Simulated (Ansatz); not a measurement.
# C2H7GeNO: one species, many methods

The task here is to estimate one member of a computed series from the others.

The runs use Ansatz 0.2.0, Gaussian basis; functionals in def2-TZVPP, the program's frozen cores in correlated methods.

Levels to be run: LDA (SPW92), PBE-D4, revPBE-D4, BLYP-D4, r2SCAN-D4, B97M-V, PBE0-D4, B3LYP-D4, r2SCANh-D4, r2SCAN0-D4, HSE06-D4, BHLYP-D4, CAM-B3LYP-D4, LC-ωPBE, ωB97X-V, ωB97M-V, B2PLYP, PBE-QIDH; CCSD(T)/def2-SVP; CCSD(T)/def2-TZVPP; MP2/def2-QZVPP; extrapolation to the limit; RPA on PBE.

**Structure used throughout**

The geometry comes from an earlier relaxation with PBE0-D4 in a triple-zeta def2 set; it is a stationary point, not always the lowest conformer.

SMILES `CO[C](=N)[GeH3]`, 12 atoms, charge 0, spin multiplicity 1.

Atoms are counted from 1 here; the program's logs count them from 0.

Bond lengths: C1–O2 1.425 Å, C1–H6 1.088 Å, C1–H7 1.091 Å, C1–H8 1.091 Å, O2–C3 1.340 Å, C3–N4 1.264 Å, C3–Ge5 1.977 Å, N4–H9 1.014 Å, Ge5–H10 1.534 Å, Ge5–H11 1.534 Å, Ge5–H12 1.537 Å. Angles: O2–C1–H6 105.7°, O2–C1–H7 110.6°, O2–C1–H8 110.6°, H6–C1–H7 110.8°, H6–C1–H8 110.8°, H7–C1–H8 108.5°, C1–O2–C3 116.1°, O2–C3–N4 121.4°, O2–C3–Ge5 110.6°, N4–C3–Ge5 128.0°, C3–N4–H9 111.4°, C3–Ge5–H10 109.9°, C3–Ge5–H11 109.9°, C3–Ge5–H12 106.8°, H10–Ge5–H11 109.7°, H10–Ge5–H12 110.2°, H11–Ge5–H12 110.2°.

Geometry (Å):

```
C    -1.7012    0.6831   -1.0320
O    -0.3552    0.2336   -0.9049
C     0.0531   -0.0646    0.3363
N    -0.7200    0.0503    1.3298
Ge    1.9355   -0.6674    0.3233
H    -1.8490    0.8727   -2.0932
H    -2.3953   -0.0794   -0.6746
H    -1.8579    1.5932   -0.4506
H    -0.2556   -0.2150    2.1917
H     2.8375    0.4485   -0.2196
H     2.0771   -1.9200   -0.5510
H     2.3078   -0.9903    1.7788
```

Set-up of the first run:

Input file in.yaml:

```yaml
crystal:
  periodic: [false, false, false]
  atoms:
    - {symbol: C, position_ang: [-1.701191, 0.683084, -1.032029]}
    - {symbol: O, position_ang: [-0.355198, 0.233550, -0.904851]}
    - {symbol: C, position_ang: [0.053076, -0.064554, 0.336260]}
    - {symbol: N, position_ang: [-0.720020, 0.050275, 1.329782]}
    - {symbol: Ge, position_ang: [1.935488, -0.667380, 0.323339]}
    - {symbol: H, position_ang: [-1.849044, 0.872679, -2.093170]}
    - {symbol: H, position_ang: [-2.395286, -0.079372, -0.674574]}
    - {symbol: H, position_ang: [-1.857852, 1.593204, -0.450629]}
    - {symbol: H, position_ang: [-0.255588, -0.214988, 2.191731]}
    - {symbol: H, position_ang: [2.837516, 0.448543, -0.219597]}
    - {symbol: H, position_ang: [2.077119, -1.919997, -0.551027]}
    - {symbol: H, position_ang: [2.307782, -0.990345, 1.778764]}
basis:
  gaussian: {orbitals: def2-TZVPP}
hamiltonian: {xc: lda}
output: {orbitals: {seedname: orbitals}}
```

On the command line:

```
> ansatz run in.yaml --threads 4 --pin off --events-out ev --progress --plain --max-ram 10444MiB
```

Among the steps run: LDA; PBE-D4 (GGA); revPBE-D4 (GGA); BLYP-D4 (GGA); r2SCAN-D4 (meta-GGA); B97M-V (meta-GGA); PBE0-D4 (hybrid); B3LYP-D4 (hybrid); r2SCANh-D4 (hybrid); r2SCAN0-D4 (hybrid); HSE06-D4 (hybrid); BHLYP-D4 (hybrid); CAM-B3LYP-D4 (range-separated); LC-ωPBE (range-separated); ωB97X-V (range-separated); ωB97M-V (range-separated); B2PLYP (double hybrid); PBE-QIDH (double hybrid).

One table of the session follows, with a row left open; its other results are not shown here.

It belongs to the step «Orbital energies across the functionals». 

| functional | HOMO (eV) | gap (eV) |
| --- | --- | --- |
| LDA (SPW92) | -6.30 | 5.07 |
| PBE-D4 | -6.15 | 5.15 |
| revPBE-D4 | -6.08 | 5.18 |
| BLYP-D4 | -6.04 | 5.16 |
| r2SCAN-D4 | -6.43 | 5.62 |
| B97M-V | -6.59 | 5.79 |
| PBE0-D4 | ? | ? |
| B3LYP-D4 | -7.32 | 7.09 |
| r2SCANh-D4 | -6.95 | 6.51 |
| r2SCAN0-D4 | -7.74 | 7.85 |
| HSE06-D4 | -7.15 | 6.77 |
| BHLYP-D4 | -8.88 | 9.98 |
| CAM-B3LYP-D4 | -8.94 | 10.11 |
| LC-ωPBE | -10.26 | 12.62 |
| ωB97X-V | -9.93 | 12.19 |
| ωB97M-V | -9.84 | 11.98 |

Q: Estimate the row for PBE0-D4 from the others.

The run gave: HOMO (eV): -7.55; gap (eV): 7.55. In the column «HOMO (eV)» it lies between r2SCAN0-D4 (-7.74) and B3LYP-D4 (-7.32).
